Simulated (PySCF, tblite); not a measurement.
**C₆H₉FSSi: geometry, infrared bands and NMR shifts**

Wanted: the infrared bands and NMR shifts of C₆H₉FSSi (`CC#C/C(C)=C(\F)[SiH2]S`), by calculation.

Computed with tblite 0.8.0 and PySCF 2.14.0, with density-fitted response routines of our own, on a single molecule in the gas phase. Atoms count from 0, in the outputs and in this text.

## Step 1: The starting structure

18 atoms, charge 0, multiplicity 1; geometry from: force field or distance geometry start.

Bonds of the start (Å): C0–C1 1.45, C1–C2 1.22, C2–C3 1.45, C3–C4 1.49, C3–C5 1.33, C5–F6 1.37, C5–Si7 1.83, Si7–S8 2.10, C0–H9 1.12, C0–H10 1.10, C0–H11 1.13, C4–H12 1.12, C4–H13 1.10, C4–H14 1.11, Si7–H15 1.49, Si7–H16 1.49, S8–H17 1.40.

## Step 2: Relaxing the molecule with GFN2-xTB

Job settings and geometry (Å):

```
{"job": {"kind": "relax", "xc": "GFN2-xTB", "basis": "xTB"}, "charge": 0, "multiplicity": 1}
C     -4.011200    -0.176300    -0.506000
C     -2.564400    -0.100400    -0.401200
C     -1.348100    -0.031600    -0.295800
C      0.091200     0.088100    -0.216100
C      0.735700     1.435200    -0.150600
C      0.865200    -0.990500    -0.168500
F      0.244900    -2.209800    -0.217000
Si     2.688300    -0.952700    -0.047800
S      3.653400     0.751900    -0.805900
H     -4.409800    -0.503400     0.484000
H     -4.343900    -0.803700    -1.341700
H     -4.393400     0.860900    -0.742100
H     -0.131800     2.148000    -0.168700
H      1.348600     1.583600     0.753300
H      1.276700     1.662900    -1.095600
H      3.054800    -1.285700     1.354300
H      3.150400    -2.127000    -0.840800
H      4.084500     0.656900    -2.135000
```

Launch:

```sh
> OMP_NUM_THREADS=1 python probes_run.py task.json out
```

The driver reads the jobs from task.json and runs them one after another.

**Question.** This job is followed by: GFN2-xTB harmonic vibrations, gas phase; GIAO PBE0/pcSseg-1 NMR shielding, non-relativistic, gas phase. What will the session give for the following? strongest single infrared mode (GFN2-xTB); zero-point energy (GFN2-xTB); 13C shifts against TMS (PBE0/pcSseg-1); 1H shifts against TMS (PBE0/pcSseg-1, means over atoms taken as alike); 19F shifts against CFCl3 (PBE0/pcSseg-1); 29Si shifts against TMS (PBE0/pcSseg-1); 33S shifts against CS2 (PBE0/pcSseg-1); surface potential, 1st and 99th percentile.

The runs gave:

```
                                                              quantity                                     value
                             strongest single infrared mode (GFN2-xTB)                     2326 cm⁻¹, 297 km/mol
                                          zero-point energy (GFN2-xTB)                             77.1 kcal/mol
                                13C shifts against TMS (PBE0/pcSseg-1)  175.5, 126.4, 109.4, 80.9, 20.9, 6.1 ppm
1H shifts against TMS (PBE0/pcSseg-1, means over atoms taken as alike)                5.14, 2.26, 1.98, 0.21 ppm
                              19F shifts against CFCl3 (PBE0/pcSseg-1)                                 -97.3 ppm
                               29Si shifts against TMS (PBE0/pcSseg-1)                                 -42.4 ppm
                                33S shifts against CS2 (PBE0/pcSseg-1)                                  -243 ppm
                                 surface potential, 1st and 99th percentile                        -1.12 V and 1.26 V
```

What this shows: Relaxing lowered the energy by 0.780 eV in 149 steps; the close pair that moved most is S8–H17, from 1.400 to 1.324 Å. The lowest mode is slightly imaginary (20i cm⁻¹), a soft motion within the noise of the Hessian, so the minimum is not strictly shown. The strongest single mode, at 2326 cm⁻¹, moves mainly H15. GFN2-xTB is a fitted tight-binding method: band positions and strengths are rough. Its intensities can rank the bands wrongly. At PBE0/pcSseg-1, counted by nearest atom on the grid, the HOMO lies on C1, C5 about 24 % each; C2, C3 about 14 % each, the LUMO on C3, C5 about 21 % each; C1 14 %.
